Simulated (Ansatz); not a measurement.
# H₂SeS₂ (SMILES SS[SeH]): single points off equilibrium

One table from this session's results is given with a row withheld; the runs are named, their logs left out.

Program: Ansatz 0.2.0, Gaussian basis. Level of theory: single points in def2-TZVPP. These are calculated values, not measurements.

Correlated methods freeze the cores. Filled d shells of the heavier atoms are correlated. B3LYP uses VWN-RPA correlation.

### Starting geometry

SMILES `SS[SeH]`, 5 atoms, charge 0, spin multiplicity 1.

Atoms are counted from 1 here; the program's logs count them from 0.

Bond lengths: S1–S2 2.075 Å, S1–H4 1.426 Å, S2–Se3 2.207 Å, Se3–H5 1.619 Å. Angles: S2–S1–H4 88.1°, S1–S2–Se3 111.9°, S2–Se3–H5 91.9°.

As a file:

```xyz
5
H2S2Se
S    -1.8283   -0.1188    0.4485
S     0.0196   -1.0569    0.3541
Se    1.6549    0.2800    0.9948
H    -1.6649    0.2384   -0.9222
H     1.8349    0.8669   -0.5038
```

Set-up of the first run:

Contents of run/in.yaml:

```yaml
crystal:
  periodic: [false, false, false]
  atoms:
    - {symbol: S, position_ang: [-1.828300, -0.118800, 0.448500]}
    - {symbol: S, position_ang: [0.019600, -1.056900, 0.354100]}
    - {symbol: Se, position_ang: [1.654900, 0.280000, 0.994800]}
    - {symbol: H, position_ang: [-1.664900, 0.238400, -0.922200]}
    - {symbol: H, position_ang: [1.834900, 0.866900, -0.503800]}
basis:
  gaussian: {orbitals: def2-TZVPP}
correlation: {method: ccsd_t}
output: {forces: true}
```

No record of the launch command was kept for these runs.

Steps of the session up to this table: CCSD(T)/def2-TZVPP; PBE0-D4/def2-TZVPP; wB97M-V/def2-TZVPP; r2SCAN-D4/def2-TZVPP; PBE-D4/def2-TZVPP; LC-wPBE/def2-TZVPP; B3LYP-D4/def2-TZVPP.

One of the session's tables, all rows but one given; the rest of the session is left out.

| method | RMS force component (eV/Å) | angle to CCSD(T) forces (°) | dipole (D) |
| --- | --- | --- | --- |
| CCSD(T) | 1.170 | reference | 1.37 |
| PBE0-D4 | 1.168 | 7.8 | 1.44 |
| wB97M-V | ? | ? | ? |
| r2SCAN-D4 | 1.128 | 4.7 | 1.43 |
| PBE-D4 | 0.981 | 3.7 | 1.35 |
| LC-wPBE | 1.341 | 13.7 | 1.54 |
| B3LYP-D4 | 1.116 | 3.4 | 1.33 |

**Question.** Estimate the row for wB97M-V.

As computed: RMS force component (eV/Å): 1.211; angle to CCSD(T) forces (°): 5.5; dipole (D): 1.37. In the column «RMS force component (eV/Å)» it lies between CCSD(T) (1.170) and LC-wPBE (1.341).
